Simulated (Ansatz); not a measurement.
# Li2Be3C2: the cost of one run

Method: DFT PBE, scalar-relativistic, plane waves, PAW, in Ansatz 0.2.0.

1 further run of the same task is left out (it didn't finish).

### 1 The structure to begin with

It takes space group P-3m1 (No. 164, trigonal). The conventional cell has a = 2.991 Å, b = 2.991 Å, c = 7.474 Å, α = 90.00°, β = 90.00°, γ = 120.00°. Li (site symmetry 3m) is surrounded by 6 Be at 2.04 to 2.10 Å. Be (site symmetry 3m) has 1 C at 0.96 Å as nearest neighbours. Be (site symmetry -3m) is surrounded by 6 Li at 2.10 Å. C (site symmetry 3m) is surrounded by 1 Be at 0.96 Å.

Structure file:

```
Li Be C
1.0
     2.99051    0.00000    0.00000
    -1.49525    2.58986    0.00000
     0.00000    0.00000    7.47385
Li Be C
2 3 2
Direct
  0.66667 0.33333 0.83990
  0.33333 0.66667 0.16010
  0.33333 0.66667 0.69490
  0.66667 0.33333 0.30510
  0.00000 0.00000 0.00000
  0.33333 0.66667 0.56660
  0.66667 0.33333 0.43340
```

A structure generator made this guess: species swapped into a database cell of Mg2H2O3 (P-3m1, No. 164), with Li on the Mg sites, C on the H sites and Be on the O sites. The dimensions are guesses.

### 2 Probe: one point on a coarse mesh

Input file input.yaml:

```yaml
crystal:
  lattice:
    - [2.99050935, 0.0, 0.0]
    - [-1.49525468, 2.58985707, 0.0]
    - [0.0, 0.0, 7.47384999]
  atoms:
    - { symbol: Li, position: [0.66666667, 0.33333333, 0.83990002] }
    - { symbol: Li, position: [0.33333333, 0.66666667, 0.16009998] }
    - { symbol: Be, position: [0.33333333, 0.66666667, 0.69489998] }
    - { symbol: Be, position: [0.66666667, 0.33333333, 0.30510002] }
    - { symbol: Be, position: [0.0, 0.0, 0.0] }
    - { symbol: C, position: [0.33333333, 0.66666667, 0.56660002] }
    - { symbol: C, position: [0.66666667, 0.33333333, 0.43339998] }
basis:
  ecutwfc: 420
kpoints:
  mp_grid: { grid: [6, 6, 4] }
hamiltonian:
  xc: pbe
scf:
  occupations: { method: gaussian, width: 0.1 }
  lower_state_search: "off"
output:
  forces: true
  stress: true
  eigenvalues: true
```

Command:

```console
ansatz run input.yaml --threads 1 --pin off --max-ram 2048MiB --backend cpu --events-out ev --progress --plain --runs-dir out
```

Q: Estimate wall time and peak memory on 1 thread of Arm Neoverse V2, shared host.

About 1.5 s, with a peak of 0.3 GiB.
